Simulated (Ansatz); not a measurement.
# FH7N2O2Si2: up Jacob's ladder to CCSD(T)

An exercise on one series of results from a longer session: the logs are not shown, and one member is left open.

The runs use Ansatz 0.2.0, Gaussian basis; functionals in def2-TZVPP, the program's frozen cores in correlated methods.

The runs, in order: PBE-D4, r2SCAN-D4, PBE0-D4, B3LYP-D4, ωB97X-V, ωB97M-V, B2PLYP; CCSD(T)/def2-TZVPP; MP2/def2-QZVPP; extrapolation to the limit.

### Structure used throughout

All runs share one geometry, relaxed beforehand with PBE0-D4 in a triple-zeta def2 set.

SMILES `N[Si@H](O)O[Si@@H](N)F`, 14 atoms, charge 0, spin multiplicity 1.

Atoms are counted from 1 here; the program's logs count them from 0.

Bond lengths: N1–Si2 1.705 Å, N1–H8 1.008 Å, N1–H9 1.006 Å, Si2–O3 1.634 Å, Si2–O4 1.638 Å, Si2–H10 1.476 Å, O3–H11 0.959 Å, O4–Si5 1.617 Å, Si5–N6 1.687 Å, Si5–F7 1.607 Å, Si5–H12 1.475 Å, N6–H13 1.006 Å, N6–H14 1.005 Å. Angles: Si2–N1–H8 120.1°, Si2–N1–H9 121.3°, H8–N1–H9 111.9°, N1–Si2–O3 109.8°, N1–Si2–O4 106.1°, N1–Si2–H10 117.6°, O3–Si2–O4 112.9°, O3–Si2–H10 103.6°, O4–Si2–H10 107.1°, Si2–O3–H11 116.4°, Si2–O4–Si5 144.1°, O4–Si5–N6 107.9°, O4–Si5–F7 106.5°, O4–Si5–H12 113.8°, N6–Si5–F7 113.6°, N6–Si5–H12 110.4°, F7–Si5–H12 104.7°, Si5–N6–H13 121.7° and more.

Coordinates:

```xyz
14
charge 0, multiplicity 1
N    -1.1695    1.8429    0.1571
Si   -1.0248    0.6316   -1.0334
O    -2.4901   -0.0265   -1.3340
O     0.0538   -0.4531   -0.4492
Si    0.9593   -0.8388    0.8333
N     2.2581   -1.7690    0.2908
F     1.4011    0.5492    1.5130
H    -0.3747    2.0895    0.7259
H    -1.8036    2.6161    0.0424
H    -0.5486    1.0409   -2.3696
H    -3.0233   -0.2494   -0.5683
H     0.2212   -1.5544    1.8905
H     2.6631   -1.6317   -0.6199
H     2.8781   -2.2474    0.9215
```

The first run:

The input, in.yaml:

```yaml
crystal:
  periodic: [false, false, false]
  atoms:
    - {symbol: N, position_ang: [-1.169512, 1.842923, 0.157112]}
    - {symbol: Si, position_ang: [-1.024759, 0.631629, -1.033449]}
    - {symbol: O, position_ang: [-2.490109, -0.026511, -1.334036]}
    - {symbol: O, position_ang: [0.053838, -0.453136, -0.449197]}
    - {symbol: Si, position_ang: [0.959307, -0.838811, 0.833282]}
    - {symbol: N, position_ang: [2.258065, -1.769019, 0.290795]}
    - {symbol: F, position_ang: [1.401101, 0.549246, 1.513043]}
    - {symbol: H, position_ang: [-0.374711, 2.089499, 0.725873]}
    - {symbol: H, position_ang: [-1.803638, 2.616077, 0.042406]}
    - {symbol: H, position_ang: [-0.548618, 1.040874, -2.369573]}
    - {symbol: H, position_ang: [-3.023259, -0.249379, -0.568335]}
    - {symbol: H, position_ang: [0.221188, -1.554351, 1.890451]}
    - {symbol: H, position_ang: [2.663051, -1.631651, -0.619857]}
    - {symbol: H, position_ang: [2.878066, -2.247380, 0.921504]}
basis:
  gaussian: {orbitals: def2-TZVPP}
hamiltonian: {xc: pbe, dispersion: d4}
output: {forces: true, orbitals: {seedname: orbitals}}
```

Started as:

```
> ansatz run in.yaml --threads 2 --pin off --events-out ev --progress --plain --max-ram 32768MiB --backend cuda --devices 0, --max-vram 18GiB
```

Steps of the session up to this table: PBE-D4 (GGA); r2SCAN-D4 (meta-GGA); PBE0-D4 (hybrid); B3LYP-D4 (hybrid); ωB97X-V (range-separated); ωB97M-V (range-separated); B2PLYP (double hybrid); CCSD(T) in def2-TZVPP; MP2 in def2-QZVPP.

One table of the session follows, with a row left open; its other results are not shown here.

It belongs to the step «Atomisation energies». 

```
            method  atomisation energy (eV)
            PBE-D4                   57.184
         r2SCAN-D4                   56.529
           PBE0-D4                        ?
          B3LYP-D4                   56.623
           ωB97X-V                   56.963
           ωB97M-V                   56.984
            B2PLYP                   56.113
     HF/def2-TZVPP                   40.066
    MP2/def2-TZVPP                   56.408
   CCSD/def2-TZVPP                   54.242
CCSD(T)/def2-TZVPP                   55.066
           MP2/CBS                   58.371
       CCSD(T)/CBS                   57.029
```

**Question.** Estimate the row for PBE0-D4.

As computed: atomisation energy (eV): 55.994. In the column «atomisation energy (eV)» it lies between CCSD(T)/def2-TZVPP (55.066) and B2PLYP (56.113).
